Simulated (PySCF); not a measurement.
# O4Si4: relaxation and vibrations and intensities, part 2 of 2

Aim: for O4Si4, 2 runs in a chain (relaxation and vibrations and intensities).

PySCF 2.14.0; relaxation, pbe0, def2-tzvp, and further levels as typed in the inputs.

## 3. Vibrations and intensities: vibrations and intensities, pbe0, def2-tzvp

It takes the final geometry of step 2.

The input, run.py:

```python
from pyscf import gto, dft
from pyscf.hessian import thermo
import numpy as np
mol = gto.M(atom="mol.xyz", basis="def2-tzvp", charge=1, spin=1, verbose=4)
mf = dft.UKS(mol, xc="pbe0").density_fit().run(conv_tol=1e-9)
for i in range(6):  # look for a lower solution of the same spin
    mo, _, ok, _ = mf.stability(return_status=True)
    if ok: break
    mf.kernel(mf.make_rdm1(mo, mf.mo_occ))
print(f"converged SCF energy = {mf.e_tot:.10f}, stable: {ok}")
mol.verbose = 0; x = mol.atom_coords(); n = x.size; h = np.zeros((n, n + 3))
def point(d):
    m = mol.set_geom_(x + d.reshape(-1, 3), unit="Bohr", inplace=False); s = dft.UKS(m, xc="pbe0").density_fit()
    s.grids.level = 4
    s.run(mf.make_rdm1(), conv_tol=1e-10); g = s.nuc_grad_method(); g.grid_response = True
    return np.append(g.kernel(), s.dip_moment(unit="AU", verbose=0))
for k in range(n): d = np.zeros(n); d[k] = 0.01; h[k] = (point(d) - point(-d)) / 0.02
H = (h[:, :n] + h[:, :n].T) / 2
f = thermo.harmonic_analysis(mol, H.reshape(mol.natm, 3, mol.natm, 3).transpose(0, 2, 1, 3))
print("harmonic vibrations: frequency (1/cm), infrared intensity (km/mol)")
for w, q in zip(f["freq_wavenumber"], f["norm_mode"]): t = q.ravel() @ h[:, n:]; print(f"  {w.real - w.imag:9.2f} {974.88 * t @ t:9.2f}")
```

Started as:

```
python run.py
```

Output:

```text
[INPUT] num. atoms = 8
[INPUT] num. electrons = 87
[INPUT] charge = 1
[INPUT] spin (= nelec alpha-beta = 2S) = 1
[INPUT] symmetry False subgroup None
[INPUT] Mole.unit = angstrom
[INPUT] Symbol           X                Y                Z      unit          X                Y                Z       unit  Magmom
[INPUT]  1 Si     0.761803990000  -1.872332040000   1.326726810000 AA    1.439600901701  -3.538194769848   2.507150313018 Bohr   0.0
[INPUT]  2 O      0.663187140000  -2.518364810000  -0.144819730000 AA    1.253242063934  -4.759019772642  -0.273669627133 Bohr   0.0
[INPUT]  3 Si    -0.266459690000  -2.160132120000  -1.514006220000 AA   -0.503535837337  -4.082058099676  -2.861057106688 Bohr   0.0
[INPUT]  4 O     -0.901264480000  -0.680274680000  -0.982862330000 AA   -1.703143032999  -1.285532834676  -1.857340621852 Bohr   0.0
[INPUT]  5 Si    -0.755595140000   0.626619950000  -0.029672830000 AA   -1.427867875652   1.184140089689  -0.056073522041 Bohr   0.0
[INPUT]  6 O      0.416095310000  -0.142047320000   1.151830560000 AA    0.786306177616  -0.268430531528   2.176644300304 Bohr   0.0
[INPUT]  7 Si     2.065763230000   0.245378810000   1.906169280000 AA    3.903726742897   0.463698747672   3.602137886259 Bohr   0.0
[INPUT]  8 O      2.242179320000  -1.399536450000   1.910281710000 AA    4.237104836964  -2.644740591846   3.609909252666 Bohr   0.0

nuclear repulsion = 688.746247936153
number of shells = 96
number of NR pGTOs = 436
number of NR cGTOs = 272
basis = def2-tzvp
ecp = {}

******** <class 'pyscf.df.df_jk.DFUKS'> ********
method = DFUKS
initial guess = minao
damping factor = 0
level_shift factor = 0
DIIS = <class 'pyscf.scf.diis.CDIIS'>
diis_start_cycle = 1
diis_space = 8
diis_damp = 0
SCF conv_tol = 1e-09
SCF conv_tol_grad = None
SCF max_cycles = 50
direct_scf = False
number electrons alpha = 44  beta = 43
XC library pyscf.dft.libxc version 7.0.0
    S. Lehtola, C. Steigemann, M. J.T. Oliveira, and M. A.L. Marques.,  SoftwareX 7, 1–5 (2018)
XC functionals = pbe0
    C. Adamo and V. Barone.,  J. Chem. Phys. 110, 6158 (1999)
    M. Ernzerhof and G. E. Scuseria.,  J. Chem. Phys. 110, 5029 (1999)
radial grids:
    Treutler-Ahlrichs [JCP 102, 346 (1995); DOI:10.1063/1.469408] (M4) radial grids

becke partition: Becke, JCP 88, 2547 (1988); DOI:10.1063/1.454033
pruning grids: <function nwchem_prune at 0x7315c4785c60>
grids dens level: 3
symmetrized grids: False
atomic radii adjust function: <function treutler_atomic_radii_adjust at 0x7315c4786980>
small_rho_cutoff = 0
Set gradient conv threshold to 3.16228e-05
tot grids = 133048
******** <class 'pyscf.df.df.DF'> ********
auxbasis = def2-tzvp-jkfit
init E= -1459.55157366857
[... the frontier-level lines of each cycle are left out ...]


cycle= 1 E= -1457.84922977898  delta_E=  1.7  |g|=    1  |ddm|=    2
cycle= 2 E= -1456.92607155841  delta_E= 0.923  |g|= 1.82  |ddm|= 1.42
cycle= 3 E= -1458.19652203074  delta_E= -1.27  |g|= 0.183  |ddm|= 0.952
cycle= 4 E= -1458.20438125306  delta_E= -0.00786  |g|= 0.134  |ddm|= 0.174
cycle= 5 E= -1458.21045443323  delta_E= -0.00607  |g|= 0.0284  |ddm|= 0.0794
cycle= 6 E= -1458.21080955383  delta_E= -0.000355  |g|= 0.00477  |ddm|= 0.0259
cycle= 7 E= -1458.21082039678  delta_E= -1.08e-05  |g|= 0.00318  |ddm|= 0.00651
cycle= 8 E= -1458.21082491875  delta_E= -4.52e-06  |g|= 0.00131  |ddm|= 0.00302
cycle= 9 E= -1458.21082632084  delta_E= -1.4e-06  |g|= 0.00041  |ddm|= 0.00188
cycle= 10 E= -1458.21082691635  delta_E= -5.96e-07  |g|= 0.000259  |ddm|= 0.00142
cycle= 11 E= -1458.21082725938  delta_E= -3.43e-07  |g|= 0.000218  |ddm|= 0.00121
cycle= 12 E= -1458.210827375  delta_E= -1.16e-07  |g|= 0.000164  |ddm|= 0.000554
cycle= 13 E= -1458.21082753452  delta_E= -1.6e-07  |g|= 6.7e-05  |ddm|= 0.00134
cycle= 14 E= -1458.21082754965  delta_E= -1.51e-08  |g|= 3.28e-05  |ddm|= 0.000371
cycle= 15 E= -1458.21082755265  delta_E= -3e-09  |g|= 1.98e-05  |ddm|= 0.000152
cycle= 16 E= -1458.21082755327  delta_E= -6.18e-10  |g|= 1.3e-05  |ddm|= 4.41e-05
Extra cycle  E= -1458.21082755364  delta_E= -3.64e-10  |g|= 1.94e-05  |ddm|= 3.9e-05
converged SCF energy = -1458.21082755364  <S^2> = 0.75330885  2S+1 = 2.0033061
uhf_internal: lowest eigs of H = [0.0988877  0.11211724 0.13124605]
<class 'pyscf.df.df_jk.DFUKS'> wavefunction is stable in the internal stability analysis
converged SCF energy = -1458.2108275536, stable: True
harmonic vibrations: frequency (1/cm), infrared intensity (km/mol)
      77.11      0.05
     102.19      1.42
     155.60      0.78
     181.05      2.65
     214.94      1.04
     245.69      6.87
     301.82     38.38
     385.58    178.71
     399.31     51.53
     523.64     14.55
     527.95     17.80
     577.63     14.47
     644.57      8.03
     676.93    347.79
     855.40     26.04
     864.82    205.49
     953.87    358.82
    1047.26    747.29
```

Run time: 55 min. Hardware: 2 threads of Intel Xeon Platinum 8488C (Sapphire Rapids), shared host.

Harmonic frequencies from the force constants, with isotope-averaged masses (PySCF's default) and rigid motions projected out (i: imaginary):

| mode | cm⁻¹ | IR (km/mol) |
| --- | --- | --- |
| 1 | 77 | 0.1 |
| 2 | 102 | 1.4 |
| 3 | 156 | 0.8 |
| 4 | 181 | 2.6 |
| 5 | 215 | 1.0 |
| 6 | 246 | 6.9 |
| 7 | 302 | 38.4 |
| 8 | 386 | 178.7 |
| 9 | 399 | 51.5 |
| 10 | 524 | 14.6 |
| 11 | 528 | 17.8 |
| 12 | 578 | 14.5 |
| 13 | 645 | 8.0 |
| 14 | 677 | 347.8 |
| 15 | 855 | 26.0 |
| 16 | 865 | 205.5 |
| 17 | 954 | 358.8 |
| 18 | 1047 | 747.3 |

## 4. The runs side by side

What follows sums up all 2 parts.

```
                     quantity            value
harmonic frequencies (step 3)  77 to 1047 cm⁻¹
   zero-point energy (step 3)         0.542 eV
```

In step 3 all modes are real: a minimum.
